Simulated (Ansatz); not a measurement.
Write a Python script for Ansatz 0.2.0 through its Python package that makes a relaxation of cell and ions of Ni, space group P6_3/mmc. Level of theory: r2SCAN, PAW, cutoff 500 eV, 14×14×8 k-points, Fermi-Dirac smearing of 0.1 eV, collinear spin.

The script reads `ni.cif`:
```cif
data_Ni
_cell_length_a 2.448023
_cell_length_b 2.448023
_cell_length_c 4.072808
_cell_angle_alpha 90.00000
_cell_angle_beta 90.00000
_cell_angle_gamma 120.00000
_symmetry_space_group_name_H-M 'P 1'
_symmetry_Int_Tables_number 1
loop_
_symmetry_equiv_pos_as_xyz
'x, y, z'
loop_
_atom_site_label
_atom_site_type_symbol
_atom_site_fract_x
_atom_site_fract_y
_atom_site_fract_z
Ni1 Ni    0.333333    0.666667    0.250000
Ni2 Ni    0.666667    0.333333    0.750000
```

`vcrelax_ni.py`:
```python
'''Cell relaxation of Ni.'''

import ansatz as az
from ase import Atoms
from ase.io import read
from ase.io import write
import numpy as np

def edges_and_angles(cell):
    cell = np.asarray(cell)
    a, b, c = np.linalg.norm(cell, axis=1)
    cosines = cell[1] @ cell[2] / (b * c), cell[0] @ cell[2] / (a * c), cell[0] @ cell[1] / (a * b)
    return (a, b, c, *np.degrees(np.arccos(cosines)))


def main() -> None:
    atoms = read('ni.cif')
    crystal = az.Crystal.from_ase(atoms).moments(Ni=2.0)

    # every cell quantity that the symmetry leaves free
    base = (
        crystal.calculation()
        .kpoints(14, 14, 8)
        .basis(500)
        .occupations('Fermi-Dirac', width=0.1)
        .spin('collinear')
        .pseudopotentials('paw')
        .functional('r2scan')
        .relax(cell=True)
    )
    steps = []


    def collect(event):
        if event['event'] == 'relax_step':
            steps.append(event['data'])


    res = base.session().plan().execute(on_event=collect)
    summary = res.report
    print('step   energy (eV)     max comp. (eV/A)   P (GPa)  SCF')
    for s in steps:
        print(f'{s["step"]:4d} {s["lagrangian_ev"]:15.5f} {s["allowed_force_max_ev_ang"]:12.4f} {s["pressure_gpa"]:10.3f} {s["n_scf"]:5d}')

    first, last = steps[0], steps[-1]
    symbols = [site.symbol for site in res.lattice.sites]
    print(f'energy gained {first["lagrangian_ev"] - last["lagrangian_ev"]:.4f} eV in {len(steps) - 1} steps')
    for label, vectors in (('before', first['cell_ang']), ('after', res.lattice.cell_ang)):
        print(label, 'a b c (A) {:.4f} {:.4f} {:.4f}  angles {:.2f} {:.2f} {:.2f}'.format(*edges_and_angles(vectors)), f' V = {abs(np.linalg.det(vectors)):.3f} A^3')
    print('final stress xx yy zz (GPa, compression positive):', np.round(np.diag(summary['stress_gpa']), 3) + 0.0)

    print('atom   start x y z (A)              end x y z (A)')
    for symbol, a, b in zip(symbols, first['positions_ang'], last['positions_ang']):
        print(f'{symbol:3s}', ' '.join(f'{v:8.4f}' for v in a), '  ', ' '.join(f'{v:8.4f}' for v in b))

    print('relaxed fractional positions')
    for site in res.lattice.sites:
        print(f'  {site.symbol:2s}', ' '.join(f'{v % 1:8.5f}' for v in np.round(site.position_frac, 5)))

    relaxed = Atoms(symbols, positions=[site.position_ang for site in res.lattice.sites], cell=res.lattice.cell_ang, pbc=True)
    write('relaxed.cif', relaxed, format='cif')

    energy = summary['free_energy_ev']
    print('F of the Ni cell: {:.6f} eV = {:.6f} Ry = {:.6f} Ha'.format(energy, energy / 13.605693, energy / 27.211386))
    print('Fermi level {:.4f} eV, {} k-points, {} symmetry operations'.format(summary['fermi_energy_ev'], summary['n_kpoints'], summary['n_symmetry_ops']))


if __name__ == '__main__':
    main()
```

```console
$ python vcrelax_ni.py
DeckWarning: the atoms were moved onto the symmetric positions of the space group found under crystal.symmetry.tolerance 1.0e-5 (fractional; no operation is sought that the atoms, as they stand in a round, miss by more than twice it, and no atom is moved by as much as it), and the run uses the moved positions. Before [...]
step   energy (eV)     max comp. (eV/A)   P (GPa)  SCF
   1    -11690.54159       0.0000     -0.298    18
   2    -11690.54229       0.0000     -0.158     8
   3    -11690.54289       0.0000     -0.076     9
   4    -11690.54291       0.0000      0.071    11
   5    -11690.54290       0.0000      0.000     9
   6    -11690.54285       0.0000     -0.002    12
energy gained 0.0013 eV in 5 steps
before a b c (A) 2.4480 2.4480 4.0728  angles 90.00 90.00 120.00  V = 21.138 A^3
after a b c (A) 2.4554 2.4554 4.0411  angles 90.00 90.00 120.00  V = 21.099 A^3
final stress xx yy zz (GPa, compression positive): [ 0.002  0.002 -0.011]
atom   start x y z (A)              end x y z (A)
Ni    0.0000   1.4134   1.0182      0.0000   1.4176   1.0103
Ni    1.2240   0.7067   3.0546      1.2277   0.7088   3.0308
relaxed fractional positions
  Ni  0.33333  0.66667  0.25000
  Ni  0.66667  0.33333  0.75000
F of the Ni cell: -11690.542854 eV = -859.239059 Ry = -429.619530 Ha
Fermi level 18.7989 eV, 120 k-points, 24 symmetry operations
```
(Warnings from the package without file and line, shortened.)

File `relaxed.cif` afterwards:
```cif
data_image0
_chemical_formula_structural       Ni2
_chemical_formula_sum              "Ni2"
_cell_length_a       2.455376114824495
_cell_length_b       2.455376114824495
_cell_length_c       4.041082476165498
_cell_angle_alpha    90.0
_cell_angle_beta     90.0
_cell_angle_gamma    119.99999999999999

_space_group_name_H-M_alt    "P 1"
_space_group_IT_number       1

loop_
  _space_group_symop_operation_xyz
  'x, y, z'

loop_
  _atom_site_type_symbol
  _atom_site_label
  _atom_site_symmetry_multiplicity
  _atom_site_fract_x
  _atom_site_fract_y
  _atom_site_fract_z
  _atom_site_occupancy
  Ni  Ni1       1.0  0.33333333333333337  0.6666666666666667  0.25  1.0000
  Ni  Ni2       1.0  0.6666666666666667  0.33333333333333337  0.7499999999999999  1.0000
```

Total energies depend on the potentials; only differences at equal settings carry meaning. A total without «per atom» is that of the cell as typed. The magnetic order follows from the starting moments and needn't be the lowest. Forces vanish by symmetry, so the ions can't move, and the end may be a saddle. Only differences from the Fermi energy are physical; the zero of the scale is a convention. Energies along a relaxation are free energies. Rows at an unchanged volume are solved on a plane-wave basis chosen afresh for that cell, so the energy jumps there and such rows are no steps of the walk. r2SCAN tends to overestimate the moments of itinerant magnets. This isn't the structure that Ni takes at ambient conditions. Hardware and time: 79 s on 1 thread of Intel(R) Xeon(R) Processor @ 2.30GHz, with other jobs on the host, peak memory 0.68 GiB.
